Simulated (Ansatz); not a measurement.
# C₃H₅B: up Jacob's ladder to CCSD(T)

An exercise on one series of results from a longer session: the logs are not shown, and one member is left open.

Computed with Ansatz 0.2.0, Gaussian basis. Level: functionals in def2-TZVPP, the program's frozen cores in correlated methods.

Plan: LDA (SPW92), PBE-D4, revPBE-D4, BLYP-D4, r2SCAN-D4, B97M-V, PBE0-D4, B3LYP-D4, r2SCANh-D4, r2SCAN0-D4, HSE06-D4, BHLYP-D4, CAM-B3LYP-D4, LC-ωPBE, ωB97X-V, ωB97M-V, B2PLYP, PBE-QIDH; CCSD(T)/def2-SVP; CCSD(T)/def2-TZVPP; MP2/def2-QZVPP; extrapolation to the limit; RPA on PBE.

1 further run of the same task is left out (it didn't finish).

### The relaxed structure

An earlier PBE0-D4 in a triple-zeta def2 set relaxation fixed the geometry.

SMILES `CC1=CB1`, 9 atoms, charge 0, spin multiplicity 1.

Atoms are counted from 1 here; the program's logs count them from 0.

Bond lengths: C1–C2 1.474 Å, C1–H5 1.092 Å, C1–H6 1.093 Å, C1–H7 1.093 Å, C2–C3 1.349 Å, C2–B4 1.472 Å, C3–B4 1.463 Å, C3–H8 1.082 Å, B4–H9 1.183 Å. Angles: C2–C1–H5 112.9°, C2–C1–H6 109.9°, C2–C1–H7 109.7°, H5–C1–H6 109.0°, H5–C1–H7 108.8°, H6–C1–H7 106.2°, C1–C2–C3 141.0°, C1–C2–B4 156.7°, C3–C2–B4 62.3°, C2–C3–B4 63.0°, C2–C3–H8 138.8°, B4–C3–H8 158.2°, C2–B4–C3 54.7°, C2–B4–H9 153.0°, C3–B4–H9 152.3°.

The first run:

Contents of in.yaml:

```yaml
crystal:
  periodic: [false, false, false]
  atoms:
    - {symbol: C, position_ang: [-0.022144, 0.989527, -0.882723]}
    - {symbol: C, position_ang: [0.009110, -0.062240, 0.149657]}
    - {symbol: C, position_ang: [0.065836, -1.403783, 0.277483]}
    - {symbol: B, position_ang: [0.015913, -0.620546, 1.512191]}
    - {symbol: H, position_ang: [-0.016710, 0.588756, -1.898661]}
    - {symbol: H, position_ang: [-0.909521, 1.614235, -0.751588]}
    - {symbol: H, position_ang: [0.838602, 1.652466, -0.759884]}
    - {symbol: H, position_ang: [0.111547, -2.281163, -0.354825]}
    - {symbol: H, position_ang: [-0.004033, -0.523553, 2.691352]}
basis:
  gaussian: {orbitals: def2-TZVPP}
hamiltonian: {xc: lda}
output: {orbitals: {seedname: orbitals}}
```

The run is started by

```sh
ansatz run in.yaml --threads 2 --pin off --events-out ev --progress --plain --max-ram 4352MiB
```

Steps of the session up to this table: LDA; PBE-D4 (GGA); revPBE-D4 (GGA); BLYP-D4 (GGA); r2SCAN-D4 (meta-GGA); B97M-V (meta-GGA); PBE0-D4 (hybrid); B3LYP-D4 (hybrid); r2SCANh-D4 (hybrid); r2SCAN0-D4 (hybrid); HSE06-D4 (hybrid); BHLYP-D4 (hybrid); CAM-B3LYP-D4 (range-separated); LC-ωPBE (range-separated); ωB97X-V (range-separated); ωB97M-V (range-separated); B2PLYP (double hybrid); PBE-QIDH (double hybrid).

One of the session's tables, all rows but one given; the rest of the session is left out.

It belongs to the step «Frontier levels by functional». 

```
  functional  HOMO (eV)  gap (eV)
 LDA (SPW92)      -6.49      5.26
      PBE-D4      -6.38      5.39
   revPBE-D4      -6.33      5.43
     BLYP-D4      -6.27      5.44
   r2SCAN-D4      -6.62      5.97
      B97M-V      -6.73      6.19
     PBE0-D4      -7.69      7.83
    B3LYP-D4          ?         ?
  r2SCANh-D4      -7.10      6.85
  r2SCAN0-D4      -7.84      8.18
    HSE06-D4      -7.28      7.04
    BHLYP-D4      -8.93     10.30
CAM-B3LYP-D4      -9.09     10.45
     LC-ωPBE     -10.45     12.99
     ωB97X-V     -10.09     12.55
     ωB97M-V      -9.96     12.14
```

Estimate the missing values for B3LYP-D4.

Worked estimate for «HOMO (eV)». Against the share of exact exchange, BLYP-D4 (0, -6.27), BHLYP-D4 (0.5, -8.93) give a slope of -5.32 per unit share; at 0.2 the line stands at -7.33.

As computed: HOMO (eV): -7.48; gap (eV): 7.39. In «HOMO (eV)» the line misses by +0.15.
